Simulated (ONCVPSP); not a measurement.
# An ONCV potential for Cl, from input to tests

Aim: build the potential from the settings below, then test how well it stands in for the atom: other configurations, scattering, ghost states and the plane-wave cutoff that it needs.

Program: ONCVPSP 4.0.1.1 (patched build). Reference atom: LDA (Perdew-Wang 92), scalar-relativistic, spherical and spin-unpolarised. All values are calculated.

### Step 1. Starting point

Typed settings, in words:

```
element                 : chlorine (Cl, Z = 17)
type                    : optimised norm-conserving Vanderbilt (ONCV)
frozen core             : [Ne]
valence charge          : 7
reference configuration : 3s2 3p4.5 (charge +0.5)
partial waves           : 3s: rc 1.15 bohr, ncon 4, nbas 7, qcut 7.1 1/bohr, 2 projectors, debl 1.7 Ha; 3p: rc 1.15 bohr, ncon 4, nbas 7, qcut 5.7 1/bohr, local; d scattering state at 0.11 Ha: rc 1.50 bohr, ncon 3, nbas 6, qcut 5.8 1/bohr, 2 projectors, debl 2.1 Ha
local potential         : the p channel
core correction         : Teter function, fcfact 5.5, rcfact 1.75
```

The nodes and maxima of the atom's own shells, from an earlier all-electron run, set the scale for the radii.

All-electron outer shells of the reference configuration (LDA (PZ), scalar-relativistic, ld1.x):

```
shell  level (eV)  outermost node (bohr)  outermost maximum (bohr)
   2s     -257.82                   0.12                      0.36
   2p     -197.74                      –                      0.30
   3s      -26.17                   0.56                      1.27
   3p      -13.91                   0.53                      1.41
```

### Step 2. The generation run

Contents of Cl.dat:

```
# ATOM AND REFERENCE CONFIGURATION
# atsym  z   nc   nv     iexc    psfile
  Cl 17.00    3    2  -001012      upf
#
#   n    l    f
    1    0    2.00
    2    0    2.00
    2    1    6.00
    3    0    2.00
    3    1    4.50
#
# PSEUDOPOTENTIAL AND OPTIMIZATION
# lmax
    2
#
#   l,   rc,      ep,       ncon, nbas, qcut
    0    1.15    0.00    4    7    7.10
    1    1.15    0.00    4    7    5.70
    2    1.50    0.11    3    6    5.80
#
# LOCAL POTENTIAL
# lloc, lpopt,  rc(5),   dvloc0
    1    5    1.15    0.00
#
# VANDERBILT-KLEINMAN-BYLANDER PROJECTORs
# l, nproj, debl
    0    2    1.70
    1    0    3.90
    2    2    2.10
#
# MODEL CORE CHARGE
# icmod, fcfact, rcfact
    3    5.50    1.75
#
# LOG DERIVATIVE ANALYSIS
# epsh1, epsh2, depsh
   -2.00    5.00    0.02
#
# OUTPUT GRID
# rlmax, drl
    6.00    0.01
#
# TEST CONFIGURATIONS
# ncnf
    4
# nvcnf
#   n    l    f
    2
    3    0    2.00
    3    1    5.00
#
    2
    3    0    2.00
    3    1    4.00
#
    2
    3    0    2.00
    3    1    3.00
#
    2
    3    0    1.00
    3    1    6.00
#
```

The run is started by

```bash
$ oncvpsp.x < Cl.dat > Cl.out
```

**Question.** What will these runs give? Wanted: cutoffs for 1 and 0.1 mHa per electron, occupied waves; bound ghosts; GHOST(+) flags; largest test error; largest phase difference near zero energy, channels read; rms error of d²Exc/dn², without and with the model core.

**Answer**, as computed:

| quantity | value |
| --- | --- |
| cutoffs for 1 and 0.1 mHa per electron, occupied waves | 16 Ha and 94 Ha |
| bound ghosts | s at -144.62 eV |
| GHOST(+) flags | none at low energy |
| largest test error (AE − PS) | -12 meV, for 3s2 3p3 |
| largest phase difference near zero energy, channels read | 0.007 rad |
| rms error of d²Exc/dn², without and with the model core | 3.63 and 3.76 mHa |

**Reading.** A bound ghost (s) makes it unfit for use: electrons can fall into a state that the atom doesn't have. By total energies transferability is good: the largest error is 12 meV on 33.9 eV, for 3s2 3p3. Atomic tests can pass in spite of a ghost, since they solve only for the levels asked. It counts as soft on the atom at that tolerance, with 16 Ha needed at the looser tolerance. The tighter tolerance needs 94 Ha, and converged work needs a cutoff nearer that. At the looser tolerance the 3s wave is the slowest; 3p needs 9 Ha. That counts occupied waves only; other projectors can need more. Near zero energy the phases of the channels with partial waves agree within 0.007 rad. These are tests on the free atom; a crystal test is still owed.
